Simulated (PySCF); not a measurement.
# ClH3O3Si: a look at the electrons

Aim: take ClH3O3Si and analyse its density (charges, bond critical points, surface potential), see where an electron leaves and enters and measure its response to a uniform field.

The runs use PySCF 2.14.0; levels as typed in each script, gas phase, geometry from GFN2-xTB.

## (1) The system as given

8 atoms, charge 0, spin multiplicity 1.

Bond lengths: O1–Si2 1.615 Å, O1–H6 0.953 Å, Si2–O3 1.615 Å, Si2–O4 1.615 Å, Si2–Cl5 2.027 Å, O3–H7 0.953 Å, O4–H8 0.953 Å. Angles: Si2–O1–H6 120.7°, O1–Si2–O3 109.1°, O1–Si2–O4 109.1°, O1–Si2–Cl5 109.8°, O3–Si2–O4 109.1°, O3–Si2–Cl5 109.8°, O4–Si2–Cl5 109.8°, Si2–O3–H7 120.7°, Si2–O4–H8 120.7°.

As a file:

```xyz
8
ClH3O3Si
O    -0.89054    0.06759   -1.51770
Si   -0.34299    0.00007    0.00007
O    -0.88987    1.28064    0.81759
O    -0.88992   -1.34831    0.70047
Cl    1.68382   -0.00002   -0.00024
H    -0.82074   -0.68841   -2.09390
H    -0.82001    2.15763    0.45094
H    -0.81969   -1.46929    1.64326
```

## (2) Density, bond paths and surface potential (B3LYP/def2-svpd)

Contents of input.py:

```python
import numpy as np
from pyscf import gto, scf, dft
from pyscf.scf import atom_ks, atom_hf
from scipy.linalg import block_diag

def solve(mol, dm0=None, hcore=None):
    mf = (dft.UKS if mol.spin else dft.RKS)(mol, xc='b3lyp')
    mf.grids.level = 3
    mf = mf.density_fit(auxbasis='def2-universal-jkfit')
    mf.conv_tol, mf.max_cycle = 1e-8, 80
    if hcore is not None:
        mf.get_hcore = lambda *args: hcore
    mf.kernel(dm0)
    if not mf.converged:
        mf = mf.newton().run(mf.mo_coeff, mf.mo_occ, max_cycle=30)
    assert mf.converged, 'SCF not converged'
    return mf

mol = gto.M(atom='''
O     -0.89054     0.06759    -1.51770
Si    -0.34299     0.00007     0.00007
O     -0.88987     1.28064     0.81759
O     -0.88992    -1.34831     0.70047
Cl     1.68382    -0.00002    -0.00024
H     -0.82074    -0.68841    -2.09390
H     -0.82001     2.15763     0.45094
H     -0.81969    -1.46929     1.64326
''', basis='def2-svpd', charge=0, spin=0, verbose=4)
mf = solve(mol)
mf.analyze()
# spherically averaged free atoms, for the promolecule
atm = atom_ks.get_atm_nrks(mol, xc='b3lyp')
pro = block_diag(*[(atm[a[0]][2] * atm[a[0]][3]) @ atm[a[0]][2].T for a in mol._atom])
np.savez('result.npz', e=mf.e_tot, c=mf.mo_coeff, occ=mf.mo_occ, eps=mf.mo_energy, pro=pro, dip=mf.dip_moment(verbose=0), s2=mf.spin_square()[0])
```

Started as:

```console
OMP_NUM_THREADS=1 python input.py
```

## (4) Removing and adding an electron (B3LYP/def2-svpd)

input.py: that of step 2 with these lines changed.

```diff
@@ -29,3 +29,12 @@
 mf = solve(mol)
-mf.analyze()
+out = dict(e0=mf.e_tot, dm0=mf.make_rdm1(), c=mf.mo_coeff, occ=mf.mo_occ, eps=mf.mo_energy)
+for name, dq, spin in [('cation', 1, 1)]:
+    ion = mol.copy().set(charge=mol.charge + dq, spin=spin).build()
+    mi = solve(ion)
+    if spin and dq > 0 and mol.nao < 130:
+        c, _, stable, _ = mi.stability(return_status=True)
+        if not stable:
+            mi = solve(ion, mi.make_rdm1(c, mi.mo_occ))
+    print(name, 'vertical energy change / eV', (mi.e_tot - mf.e_tot) * 27.211386)
+    out.update({'e_' + name: mi.e_tot, 'dm_' + name: mi.make_rdm1(), 's2_' + name: mi.spin_square()[0], 'eps_' + name: mi.mo_energy, 'occ_' + name: mi.mo_occ})
 # spherically averaged free atoms, for the promolecule
@@ -33,2 +42,2 @@
 pro = block_diag(*[(atm[a[0]][2] * atm[a[0]][3]) @ atm[a[0]][2].T for a in mol._atom])
-np.savez('result.npz', e=mf.e_tot, c=mf.mo_coeff, occ=mf.mo_occ, eps=mf.mo_energy, pro=pro, dip=mf.dip_moment(verbose=0), s2=mf.spin_square()[0])
+np.savez('result.npz', pro=pro, **out)
```

## (5) Response to an electric field (B3LYP/def2-svpd)

input.py: that of step 4 with these lines changed.

```diff
@@ -28,13 +28,10 @@
 ''', basis='def2-svpd', charge=0, spin=0, verbose=4)
+field = np.array([0.004, 0.0, 0.0])  # atomic units
+mol.set_common_orig(mol.atom_charges() @ mol.atom_coords() / mol.atom_charges().sum())
 mf = solve(mol)
-out = dict(e0=mf.e_tot, dm0=mf.make_rdm1(), c=mf.mo_coeff, occ=mf.mo_occ, eps=mf.mo_energy)
-for name, dq, spin in [('cation', 1, 1)]:
-    ion = mol.copy().set(charge=mol.charge + dq, spin=spin).build()
-    mi = solve(ion)
-    if spin and dq > 0 and mol.nao < 130:
-        c, _, stable, _ = mi.stability(return_status=True)
-        if not stable:
-            mi = solve(ion, mi.make_rdm1(c, mi.mo_occ))
-    print(name, 'vertical energy change / eV', (mi.e_tot - mf.e_tot) * 27.211386)
-    out.update({'e_' + name: mi.e_tot, 'dm_' + name: mi.make_rdm1(), 's2_' + name: mi.spin_square()[0], 'eps_' + name: mi.mo_energy, 'occ_' + name: mi.mo_occ})
+out = dict(dm0=mf.make_rdm1(), d0=mf.dip_moment(unit='AU'), e0=mf.e_tot)
+for name, sign in (('p', 1), ('m', -1)):
+    h = mf.get_hcore() + sign * np.einsum('x,xij->ij', field, mol.intor('int1e_r'))
+    mi = solve(mol, mf.make_rdm1(), h)
+    out.update({'dm' + name: mi.make_rdm1(), 'd' + name: mi.dip_moment(unit='AU'), 'e' + name: mi.e_tot})
 # spherically averaged free atoms, for the promolecule
```

(Steps that only read results are left out.)

Q: Predict the outcome of this session. Wanted: dipole moment; HOMO, LUMO; polarisability along the field.

The runs gave:

```
                                        quantity            value
                 dipole moment (B3LYP/def2-svpd)           0.32 D
                    HOMO, LUMO (B3LYP/def2-svpd)  -8.85, -0.58 eV
polarisability along the field (B3LYP/def2-svpd)       52.5 bohr³
```

At B3LYP/def2-svpd: The highest Hirshfeld charge is on Si2 (+0.52 e), the lowest on O1, O3 and O4 (−0.30 e). The geometry was not optimised at these levels.
